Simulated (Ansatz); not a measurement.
# CH5BFNTe: up Jacob's ladder to CCSD(T)

How much do the methods differ for CH5BFNTe? The plan is to run it at one geometry with functionals of several rungs and with coupled cluster, and see how far each lands from CCSD(T) at the basis-set limit for the atomisation energy.

Program: Ansatz 0.2.0, Gaussian basis. Level of theory: functionals in def2-TZVPP, the program's frozen cores in correlated methods. These are calculated values, not measurements.

Plan: LDA (SPW92), PBE-D4, revPBE-D4, BLYP-D4, r2SCAN-D4, B97M-V, PBE0-D4, B3LYP-D4, r2SCANh-D4, r2SCAN0-D4, HSE06-D4, BHLYP-D4, CAM-B3LYP-D4, LC-ωPBE, ωB97X-V, ωB97M-V, B2PLYP, PBE-QIDH; CCSD(T)/def2-SVP; CCSD(T)/def2-TZVPP; MP2/def2-QZVPP; extrapolation to the limit; RPA on PBE.

### Step 1. The relaxed structure

The geometry comes from an earlier relaxation with PBE0-D4 in a triple-zeta def2 set; it is a stationary point, not always the lowest conformer. Te takes the def2 core potential; no spin-orbit term is included.

10 atoms, charge 0, spin multiplicity 1.

Atoms are counted from 1 here; the program's logs count them from 0.

Bond lengths: B1–C2 1.547 Å, B1–Te5 2.288 Å, B1–H6 1.202 Å, B1–H7 1.200 Å, C2–N3 1.313 Å, C2–F4 1.316 Å, N3–H8 1.008 Å, N3–H9 1.006 Å, Te5–H10 1.661 Å. Angles: C2–B1–Te5 95.6°, C2–B1–H6 112.5°, C2–B1–H7 112.3°, Te5–B1–H6 110.2°, Te5–B1–H7 105.0°, H6–B1–H7 118.5°, B1–C2–N3 126.6°, B1–C2–F4 122.1°, N3–C2–F4 111.3°, C2–N3–H8 121.6°, C2–N3–H9 118.3°, H8–N3–H9 119.5°, B1–Te5–H10 95.1°.

As a file:

```xyz
10

B    -0.32839    0.99686    0.52713
C    -0.64547   -0.38161   -0.10009
N    -0.21932   -0.83163   -1.25734
F    -1.42405   -1.25860    0.49601
Te    1.29668    0.22837    1.94202
H     0.14302    1.76566   -0.26723
H    -1.20786    1.38364    1.24610
H    -0.36074   -1.79014   -1.53598
H     0.37187   -0.23600   -1.81172
H     2.45736    0.07236    0.76400
```

### Step 2. LDA

This LDA is Slater exchange with PW92 correlation.

in.yaml

```yaml
crystal:
  periodic: [false, false, false]
  atoms:
    - {symbol: B, position_ang: [-0.328388, 0.996857, 0.527128]}
    - {symbol: C, position_ang: [-0.645468, -0.381614, -0.100089]}
    - {symbol: N, position_ang: [-0.219324, -0.831632, -1.257336]}
    - {symbol: F, position_ang: [-1.424045, -1.258601, 0.496006]}
    - {symbol: Te, position_ang: [1.296679, 0.228371, 1.942022]}
    - {symbol: H, position_ang: [0.143018, 1.765664, -0.267227]}
    - {symbol: H, position_ang: [-1.207860, 1.383637, 1.246098]}
    - {symbol: H, position_ang: [-0.360740, -1.790144, -1.535976]}
    - {symbol: H, position_ang: [0.371873, -0.236000, -1.811724]}
    - {symbol: H, position_ang: [2.457355, 0.072361, 0.763997]}
basis:
  gaussian: {orbitals: def2-TZVPP}
hamiltonian: {xc: lda}
output: {orbitals: {seedname: orbitals}}
```

After this run come: PBE-D4 (GGA); revPBE-D4 (GGA); BLYP-D4 (GGA); r2SCAN-D4 (meta-GGA); B97M-V (meta-GGA); PBE0-D4 (hybrid); B3LYP-D4 (hybrid); r2SCANh-D4 (hybrid); r2SCAN0-D4 (hybrid); HSE06-D4 (hybrid); BHLYP-D4 (hybrid); CAM-B3LYP-D4 (range-separated); LC-ωPBE (range-separated); ωB97X-V (range-separated); ωB97M-V (range-separated); B2PLYP (double hybrid); PBE-QIDH (double hybrid); CCSD(T) in def2-SVP; CCSD(T) in def2-TZVPP; MP2 in def2-QZVPP; RPA on PBE orbitals.

**Question.** What will the summary of the whole plan be? Wanted: atomisation energy, CCSD(T)/CBS; farthest beyond LDA; mean size of error, GGA; mean size of error, meta-GGA; mean size of error, hybrid; mean size of error, range-separated; mean size of error, double hybrid; gap, smallest and largest; T1 diagnostic.

**Answer**, as computed:

```
                               quantity                                                                                                          value
        atomisation energy, CCSD(T)/CBS                                                                                                 811.5 kcal/mol
functionals within 8.1 kcal/mol (1.0 %)  revPBE-D4, r2SCAN-D4, B97M-V, B3LYP-D4, r2SCANh-D4, CAM-B3LYP-D4, LC-ωPBE, ωB97X-V, ωB97M-V, B2PLYP, PBE-QIDH
                    farthest beyond LDA                                                                                        PBE-D4 (+32.0 kcal/mol)
                mean size of error, GGA                                                                                                  16.8 kcal/mol
           mean size of error, meta-GGA                                                                                                   5.7 kcal/mol
             mean size of error, hybrid                                                                                                  10.4 kcal/mol
    mean size of error, range-separated                                                                                                   4.3 kcal/mol
      mean size of error, double hybrid                                                                                                   6.6 kcal/mol
              gap, smallest and largest                                                                       2.26 eV (LDA (SPW92)), 8.68 eV (LC-ωPBE)
                          T1 diagnostic                                                                                                         0.0136
triples share of the correlation energy                                                                                                          3.3 %
```

The LDA atomisation energy is off by 148.1 kcal/mol (18 %): it overbinds. PBE-D4 is off by +32.0 kcal/mol. Double hybrids carry the basis error of their MP2 part in triple zeta, and no dispersion term here, so their miss is partly the set-up's. The rungs range-separated, meta-GGA, double hybrid miss on average by less than the doubt on the reference (8.1 kcal/mol), so they tie. Misses under about 8.1 kcal/mol are within the doubt on the reference itself, which lacks core-valence correlation, spin-orbit coupling and higher excitations, and its outer-core shells are covered unevenly. All levels share the lack of spin-orbit coupling, which lowers the free heavy atoms and so the true binding. Hartree-Fock recovers 69 % of the binding; the rest is correlation. CCSD(T) in def2-SVP is off by -51.1 kcal/mol, worse than the median functional, from the basis alone. Orbital gaps span 2.3 to 8.7 eV; exact exchange widens them. Correlated methods include outer-core shells of Te, which these sets cover unevenly.
